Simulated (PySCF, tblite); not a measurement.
**C₃H₂BNO₃: geometry, infrared bands, NMR shifts and spin-spin couplings**

What infrared bands, NMR shifts and spin-spin couplings should C₃H₂BNO₃ (`N#CC1=COB(O)O1`) show?

Computed with tblite 0.8.0 and PySCF 2.14.0, with density-fitted response routines of our own, on a single molecule in the gas phase. Atoms are numbered from 0 throughout.

## 1. Starting geometry

10 atoms, charge 0, multiplicity 1; geometry from: force field or distance geometry start.

Bonds of the start (Å): N0–C1 1.16, C1–C2 1.46, C2–C3 1.30, C3–O4 1.37, O4–B5 1.49, B5–O6 1.48, B5–O7 1.47, O7–C2 1.40, C3–H8 1.08, O6–H9 1.00.

## 2. Relaxing the molecule with GFN2-xTB

What the job is given:

```
{"job": {"kind": "relax", "xc": "GFN2-xTB", "basis": "xTB"}, "charge": 0, "multiplicity": 1}
N     -3.028500     1.636300    -0.513400
C     -2.061600     1.018500    -0.371000
C     -0.849600     0.225900    -0.153100
C     -0.738900    -0.966500     0.359000
O      0.559500    -1.402700     0.407400
B      1.384300    -0.311400    -0.191900
O      2.837600    -0.161400     0.018700
O      0.402900     0.735400    -0.529900
H     -1.572900    -1.552400     0.728700
H      3.076100     0.782900     0.223000
```

Started as:

```sh
$ OMP_NUM_THREADS=1 python probes_run.py task.json out
```

The driver reads the jobs from task.json and runs them one after another.

**Question.** This job is followed by: GFN2-xTB harmonic vibrations, gas phase; GIAO PBE0/pcSseg-1 NMR shielding, non-relativistic, gas phase; B3LYP/pcJ-1 indirect spin-spin coupling, non-relativistic, gas phase. What will the session give for the following? strongest single infrared mode (GFN2-xTB); zero-point energy (GFN2-xTB); 13C shifts against TMS (PBE0/pcSseg-1); 1H shifts against TMS (PBE0/pcSseg-1); 15N shifts against NH3 (PBE0/pcSseg-1); 17O shifts against H2O (PBE0/pcSseg-1); 11B shifts against BF3·OEt2 (PBE0/pcSseg-1); largest coupling of the table (B3LYP/pcJ-1).

As calculated:

| quantity | value |
| --- | --- |
| strongest single infrared mode (GFN2-xTB) | 1393 cm⁻¹, 652 km/mol |
| zero-point energy (GFN2-xTB) | 35.8 kcal/mol |
| 13C shifts against TMS (PBE0/pcSseg-1) | 155.0, 126.2, 115.3 ppm |
| 1H shifts against TMS (PBE0/pcSseg-1) | 7.53, 4.27 ppm |
| 15N shifts against NH3 (PBE0/pcSseg-1) | 336.9 ppm |
| 17O shifts against H2O (PBE0/pcSseg-1) | 202.4, 178.8, 72.2 ppm |
| 11B shifts against BF3·OEt2 (PBE0/pcSseg-1) | 21.0 ppm |
| largest coupling of the table (B3LYP/pcJ-1) | 1J(C,H) C3–H8, 218.4 Hz |

What this shows: Relaxing lowered the energy by 1.044 eV in 37 steps; the close pair that moved most is B5–O6, from 1.476 to 1.335 Å. No mode is imaginary among the 24: a minimum at this level. The strongest single mode, at 1393 cm⁻¹, moves mainly B5. GFN2-xTB is a fitted tight-binding method: band positions and strengths are rough. Its intensities can rank the bands wrongly. The most deshielded hydrogen is H8 (hydrogen on an alkene carbon bearing oxygen), at 7.53 ppm: attached to an sp2 carbon and in the plane of the double bond. At PBE0/pcSseg-1: Shielding is most anisotropic at N0 (span 456 ppm, paramagnetic term -409 ppm). In the run at B3LYP/pcJ-1, the largest coupling of the table is C3–H8, 218.4 Hz, of which the Fermi-contact term gives 217.9 Hz.
